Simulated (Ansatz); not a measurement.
**CeO2 (fluorite): zero-pressure volume and bulk modulus with rPW86-PBE + rVV10**

One table from this session's results is given with a row withheld; the runs are named, their logs left out.

Computed with Ansatz 0.2.0 (DFT rPW86-PBE + rVV10, scalar-relativistic, plane waves, PAW, unless a step's input says otherwise).

2 further runs of the same task are left out: 1 that didn't finish, 1 set aside as unsound or not needed.

## The starting structure

Symmetry: Fm-3m, No. 225, cubic system. Conventional cell: a = 5.410 Å, b = 5.410 Å, c = 5.410 Å, α = 90.00°, β = 90.00°, γ = 90.00°. Around Ce (site symmetry m-3m) lie 8 O at 2.34 Å. O (site symmetry -43m) is surrounded by 4 Ce at 2.34 Å.

Structure file:

```cif
data_structure
_symmetry_space_group_name_H-M 'Fm-3m'
_symmetry_Int_Tables_number 225
_cell_length_a 5.4097
_cell_length_b 5.4097
_cell_length_c 5.4097
_cell_angle_alpha 90.000
_cell_angle_beta 90.000
_cell_angle_gamma 90.000
_cell_volume 158.32
loop_
_atom_site_label
_atom_site_type_symbol
_atom_site_symmetry_multiplicity
_atom_site_Wyckoff_symbol
_atom_site_fract_x
_atom_site_fract_y
_atom_site_fract_z
_atom_site_occupancy
Ce1 Ce 4 a 0.00000 0.00000 0.00000 1
O1 O 8 c 0.25000 0.75000 0.75000 1
```

At PBE, an earlier run found 5.60 GPa for this cell of 13.193 Å³/atom (8×8×8 mesh), gap on the mesh 1.99 eV. The cell is compressed at this level.

The first run:

The input, input.yaml:

```yaml
crystal:
  lattice:
    - [0.0, 2.7048609279, 2.7048609279]
    - [2.7048609279, 0.0, 2.7048609279]
    - [2.7048609279, 2.7048609279, 0.0]
  atoms:
    - { symbol: Ce, position: [0.0, 0.0, 0.0] }
    - { symbol: O, position: [0.25, 0.25, 0.25] }
    - { symbol: O, position: [0.75, 0.75, 0.75] }
basis:
  ecutwfc: 420
  ecutrho_ratio: 4
kpoints:
  mp_grid: { grid: [8, 8, 8] }
hamiltonian:
  xc: { exchange: rpw86, correlation: pbe }
  dispersion: rvv10
scf:
  occupations: { method: gaussian, width: 0.05 }
output:
  forces: true
  stress: true
  eigenvalues: true
```

Launch:

```console
$ ansatz run input.yaml --threads 4 --pin off --max-ram 6144MiB --backend cpu --events-out ev --progress --plain --runs-dir out
```

Steps of the session up to this table: At the given cell; Stepping to 14.022 Å³/atom; Stepping to 13.847 Å³/atom; Volume × 0.98 of the new zero; Volume × 1.02 of the new zero; Volume × 0.96 of the new zero; Volume × 1.04 of the new zero.

One of the session's tables, all rows but one given; the rest of the session is left out.

| volume (Å³/atom) | energy (meV/atom) | pressure (GPa) |
| --- | --- | --- |
| 13.293 | 13.02 | 7.83 |
| 13.570 | ? | ? |
| 13.847 | 0.00 | 0.01 |
| 14.123 | 2.93 | -3.31 |
| 14.400 | 11.20 | -6.29 |

Q: Estimate the row for volume (Å³/atom) = 13.570 from the others.

Worked estimate for «energy (meV/atom)». A straight line through the neighbours (13.293, 13.02) and (13.847, 0.00) gives 13.02 + (0.00 − 13.02) × (13.570 − 13.293) / (13.847 − 13.293) = 6.51; a parabola fitted to 3 rows on both sides gives 3.36.

The run gave: energy (meV/atom): 3.16; pressure (GPa): 3.71. In «energy (meV/atom)» the line misses by +3.35 and the parabola by +0.20.

volume (Å³/atom), energy (meV/atom) and a bar:
```
    13.29       13.0 ##############################
    13.57        3.2 #######
    13.85        0.0 
    14.12        2.9 #######
    14.40       11.2 ##########################
```
